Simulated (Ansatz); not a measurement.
# CuF: a single-point run

The task is a single-point run on CuF. The structure is shown as the input types it. The cell is built on a prototype (wurtzite) and needn't be the phase found in nature.

Computed with Ansatz 0.2.0 (density functional or hybrid calculation with the settings of its input, plane waves (as first typed), unless a step's input says otherwise).

2 further runs of the same task are left out: 1 for a known fault of the program, 1 that didn't finish.

### 1 Starting point

It takes space group P6_3mc (No. 186, hexagonal). The conventional cell has a = 2.790 Å, b = 2.790 Å, c = 6.721 Å, α = 90.00°, β = 90.00°, γ = 120.00°. Around Cu (site symmetry 3m) lie 4 F at 1.90 to 2.17 Å. Around F (site symmetry 3m) lie 4 Cu at 1.90 to 2.17 Å.

The input asks for a charge of +0.1 e on the cell.

Structure file:

```cif
data_structure
_symmetry_space_group_name_H-M 'P6_3mc'
_symmetry_Int_Tables_number 186
_cell_length_a 2.7898
_cell_length_b 2.7898
_cell_length_c 6.7211
_cell_angle_alpha 90.000
_cell_angle_beta 90.000
_cell_angle_gamma 120.000
_cell_volume 45.30
loop_
_atom_site_label
_atom_site_type_symbol
_atom_site_symmetry_multiplicity
_atom_site_Wyckoff_symbol
_atom_site_fract_x
_atom_site_fract_y
_atom_site_fract_z
_atom_site_occupancy
Cu1 Cu 2 b 0.33333 0.66667 0.04599 1
F1 F 2 b 0.33333 0.66667 0.32901 1
```

### 2 Running it

The input, input.yaml:

```yaml
crystal:
  lattice:
    - [2.7897758173, 0.0, 0.0]
    - [-1.3948879087, 2.4160167287, 0.0]
    - [0.0, 0.0, 6.7211226191]
  atoms:
    - { symbol: Cu, position: [0.3333333333, 0.6666666667, 0.0459865616] }
    - { symbol: Cu, position: [0.6666666667, 0.3333333333, 0.5459865616] }
    - { symbol: F, position: [0.3333333333, 0.6666666667, 0.3290134384] }
    - { symbol: F, position: [0.6666666667, 0.3333333333, 0.8290134384] }
kpoints:
  mp_grid: { grid: [6, 6, 2] }
hamiltonian:
  xc: hse06
scf:
  occupations: { method: fermi_dirac, width: 0.02 }
  n_extra_bands: 5
  max_iter: 84
output:
  forces: true
  stress: true
  eigenvalues: true
total_charge: 0.1
```

Command:

```sh
$ ansatz run input.yaml --threads 4 --pin off --max-ram 3686MiB --backend cpu --events-out ev --progress --plain --runs-dir out
```

**Question.** How will this run end, and is anything wrong with its input?

The program finished normally, with warnings (stress exchange threshold loose, stress scf threshold loose). Its log warns: «output.stress: scf.convergence.dr2_threshold = 1e-7 eV (the SCF's general default) is looser than the 4e-10 eV advised for a printed stress (1e-10 eV for each atom of the ...»

In the input, total_charge is 0.1. The typed charge changes the electron count, so this is no longer the system that was meant.

Run again and compare: delete total_charge (the default then holds).
